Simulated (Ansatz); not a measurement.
**CH11BOSi3: a dynamics run in two tries**

The task is a short trajectory. SMILES of the start: OC([SiH3])([SiH3])B[SiH3].

All numbers below are computed with Ansatz 0.2.0 (RKS PBE0/STO-3G).

### Step 1. The system as given

Bond lengths (14 of 16 bonds, heavy atoms first): O1–C2 1.472 Å, C2–Si3 1.914 Å, C2–Si4 1.915 Å, C2–B5 1.538 Å, B5–Si6 1.960 Å, O1–H7 1.023 Å, Si3–H8 1.446 Å, Si3–H9 1.443 Å, Si3–H10 1.443 Å, Si4–H11 1.446 Å, Si4–H12 1.443 Å, Si4–H13 1.443 Å, B5–H14 1.175 Å, Si6–H15 1.446 Å. Angles (14 of 28 angles, heavy atoms first): O1–C2–Si3 111.9°, O1–C2–Si4 111.9°, O1–C2–B5 112.9°, Si3–C2–Si4 108.4°, Si3–C2–B5 105.7°, Si4–C2–B5 105.6°, C2–B5–Si6 125.4°, C2–O1–H7 102.7°, C2–Si3–H8 107.6°, C2–Si3–H9 111.1°, C2–Si3–H10 111.0°, C2–Si4–H11 107.6°, C2–Si4–H12 111.0°, C2–Si4–H13 111.2°.

Structure file:

```xyz
17

O    -1.1609   -1.2594   -0.2447
C    -0.0392   -0.3131   -0.3534
Si    1.6518   -1.2103   -0.3825
Si   -0.1736    0.7752   -1.9229
B     0.0324    0.6701    0.8275
Si   -1.2055    0.7144    2.3458
H    -1.0606   -1.8245   -1.0919
H     1.5965   -2.2122   -1.4232
H     1.9123   -1.8708    0.8740
H     2.7214   -0.2866   -0.6739
H    -0.3450   -0.1094   -3.0533
H     1.0241    1.5570   -2.1137
H    -1.3175    1.6522   -1.8521
H     0.9091    1.4512    0.7938
H    -1.8442    2.0098    2.4209
H    -2.2452   -0.2848    2.3080
H    -0.4747    0.5410    3.5816
```

### Step 2. First try

File input.yaml:

```yaml
crystal:
  periodic: [false, false, false]
  atoms:
    - { symbol: O, position_ang: [-1.160873, -1.259385, -0.244671] }
    - { symbol: C, position_ang: [-0.039206, -0.313078, -0.353361] }
    - { symbol: Si, position_ang: [1.651755, -1.210322, -0.38251] }
    - { symbol: Si, position_ang: [-0.173613, 0.775165, -1.92287] }
    - { symbol: B, position_ang: [0.032395, 0.670052, 0.827478] }
    - { symbol: Si, position_ang: [-1.205536, 0.714446, 2.345837] }
    - { symbol: H, position_ang: [-1.060558, -1.824488, -1.091886] }
    - { symbol: H, position_ang: [1.596513, -2.212173, -1.423166] }
    - { symbol: H, position_ang: [1.91234, -1.870776, 0.873975] }
    - { symbol: H, position_ang: [2.721394, -0.286596, -0.673945] }
    - { symbol: H, position_ang: [-0.345037, -0.109411, -3.053256] }
    - { symbol: H, position_ang: [1.0241, 1.556994, -2.113676] }
    - { symbol: H, position_ang: [-1.317529, 1.652169, -1.852081] }
    - { symbol: H, position_ang: [0.909095, 1.451154, 0.793823] }
    - { symbol: H, position_ang: [-1.844214, 2.009763, 2.420912] }
    - { symbol: H, position_ang: [-2.245176, -0.284751, 2.307982] }
    - { symbol: H, position_ang: [-0.474749, 0.541037, 3.581616] }
basis:
  gaussian: { orbitals: STO-3G }
hamiltonian:
  xc: pbe0
md:
  timestep: 0.25
  n_steps: 25
  ensemble: npt_langevin
  temperature: 300.0
  initial_velocities: maxwell_boltzmann
  seed: 851769
  pressure: 1.0
scf:
  lower_state_search: "off"
```

The run is started by

```sh
ansatz run input.yaml --threads 1 --pin off --max-ram 2048MiB --backend cpu --events-out ev --progress --plain --runs-dir out
```

Before running it: what results should come out? Wanted: first try.

**Answer**, as computed:

| quantity | value |
| --- | --- |
| first try | refused |
| cause | a barostat needs a periodic cell, and a molecule in free space has none |

What this shows: The fault in the first input was caught at the input check and cost nothing.
